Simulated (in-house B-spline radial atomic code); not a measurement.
# Ba⁴⁰⁺: excited configurations in jj coupling

How much energy does it take to promote electrons of Ba⁴⁰⁺ to other shells? Each configuration is solved by itself and compared with the reference.

Method: Dirac-Hartree-Fock, average of configuration, Fermi nucleus, basis-set limit. Code: in-house B-spline radial atomic code version 1.

## 1. The atom as given

* element: barium (Z = 56)
* charge: +40
* electrons: 16
* configuration: 1s2 2s2 2p6 3s2 3p-2 3p+2
* Hamiltonian: Dirac-Coulomb
* nucleus: Fermi, rms radius 4.838 fm

In configurations, a minus sign after the shell means j = l − 1/2 and a plus sign j = l + 1/2; the count of electrons follows.

The run's settings:

```ini
Z = 56
electrons = 16.0
configuration = 1s2 2s2 2p6 3s2 3p-2 3p+2
hamiltonian = dirac
method = hf
spin_polarised = False
nucleus = fermi
rms_radius = 4.8378
mass_number = 138
atomic_mass = 137.905247059
speed_of_light = 137.035999084
```

This reference run was done before. Its total energy is -6753.011904 hartree, and its levels are (the highest eight at most):

```tsv
orbital	occupation	energy (eV)	<r> (bohr)
1s1/2	2	-40054.6	0.02557
2s1/2	2	-8353.38	0.1077
2p1/2	2	-8011.99	0.09060
2p3/2	4	-7614.32	0.09644
3s1/2	2	-3215.49	0.2648
3p1/2	2	-3088.70	0.2519
3p3/2	2	-2994.96	0.2604
```

## 2. 1s2 2s2 2p6 3s1 3p-1 3p+3 6f+1

The run's settings:

```ini
Z = 56
electrons = 16.0
configuration = 1s2 2s2 2p6 3s1 3p-1 3p+3 6f+1
hamiltonian = dirac
method = hf
spin_polarised = False
nucleus = fermi
rms_radius = 4.8378
mass_number = 138
atomic_mass = 137.905247059
speed_of_light = 137.035999084
```

## 3. 1s2 2s2 2p-2 2p+3 3s2 3p-1 3p+3 7s1

Settings: those of step 2 with these lines changed.

```diff
@@ -2,3 +2,3 @@
 electrons = 16.0
-configuration = 1s2 2s2 2p6 3s1 3p-1 3p+3 6f+1
+configuration = 1s2 2s2 2p-2 2p+3 3s2 3p-1 3p+3 7s1
 hamiltonian = dirac
```

## 4. 1s2 2s2 2p6 3s1 3p-2 3p+2 4s1

Settings: those of step 3 with these lines changed.

```diff
@@ -2,3 +2,3 @@
 electrons = 16.0
-configuration = 1s2 2s2 2p-2 2p+3 3s2 3p-1 3p+3 7s1
+configuration = 1s2 2s2 2p6 3s1 3p-2 3p+2 4s1
 hamiltonian = dirac
```

## 5. Configuration 1s2 2s2 2p6 3s1 3p-1 3p+3 4d+1

Settings: those of step 4 with these lines changed.

```diff
@@ -2,3 +2,3 @@
 electrons = 16.0
-configuration = 1s2 2s2 2p6 3s1 3p-2 3p+2 4s1
+configuration = 1s2 2s2 2p6 3s1 3p-1 3p+3 4d+1
 hamiltonian = dirac
```

## 6. Run with 1s2 2s2 2p6 3s2 3p-2 3p+1 7s1

Settings: those of step 5 with these lines changed.

```diff
@@ -2,3 +2,3 @@
 electrons = 16.0
-configuration = 1s2 2s2 2p6 3s1 3p-1 3p+3 4d+1
+configuration = 1s2 2s2 2p6 3s2 3p-2 3p+1 7s1
 hamiltonian = dirac
```

## 7. 1s2 2s2 2p6 3s2 3p+4

Settings: those of step 6 with these lines changed.

```diff
@@ -2,3 +2,3 @@
 electrons = 16.0
-configuration = 1s2 2s2 2p6 3s2 3p-2 3p+1 7s1
+configuration = 1s2 2s2 2p6 3s2 3p+4
 hamiltonian = dirac
```

## 8. 1s2 2s2 2p6 3s2 3p-1 3p+3

Settings: those of step 7 with these lines changed.

```diff
@@ -2,3 +2,3 @@
 electrons = 16.0
-configuration = 1s2 2s2 2p6 3s2 3p+4
+configuration = 1s2 2s2 2p6 3s2 3p-1 3p+3
 hamiltonian = dirac
```

Q: How far above the reference does each configuration lie (order and size, in eV)?

**Answer**, as computed:

| net move | configuration | energy above the reference (eV) | with Breit, QED, recoil (eV) | largest <r> (bohr) |
| --- | --- | --- | --- | --- |
| 3p1/2 → 3p3/2 | 1s2 2s2 2p6 3s2 3p-1 3p+3 | 93.753 | 92.555 | 0.265 |
| 2×3p1/2 → 2×3p3/2 | 1s2 2s2 2p6 3s2 3p+4 | 193.94 | 191.75 | 0.265 |
| 3s → 4s | 1s2 2s2 2p6 3s1 3p-2 3p+2 4s1 | 1528.77 | 1526.40 | 0.518 |
| 3p1/2, 3s → 3p3/2, 4d5/2 | 1s2 2s2 2p6 3s1 3p-1 3p+3 4d+1 | 1790.16 | 1785.44 | 0.478 |
| 3p3/2 → 7s | 1s2 2s2 2p6 3s2 3p-2 3p+1 7s1 | 2483.11 | 2481.10 | 1.64 |
| 3p1/2, 3s → 3p3/2, 6f7/2 | 1s2 2s2 2p6 3s1 3p-1 3p+3 6f+1 | 2664.30 | 2659.29 | 1.15 |
| 2p3/2, 3p1/2 → 3p3/2, 7s | 1s2 2s2 2p-2 2p+3 3s2 3p-1 3p+3 7s1 | 7186.24 | 7174.69 | 1.63 |

The lowest of them is 3p1/2 → 3p3/2 at 93.753 eV and the highest 2p3/2, 3p1/2 → 3p3/2, 7s at 7186.24 eV. 1 of them lies more than 2 % above the ionisation threshold that Koopmans' theorem gives (2994.96 eV), where such states can decay by emitting an electron. Two partly filled shells share a symmetry and can mix in the average, which may lower the energy, for: 3s → 4s; 2p3/2, 3p1/2 → 3p3/2, 7s. These are averages over configurations, without correlation, not spectroscopic levels.
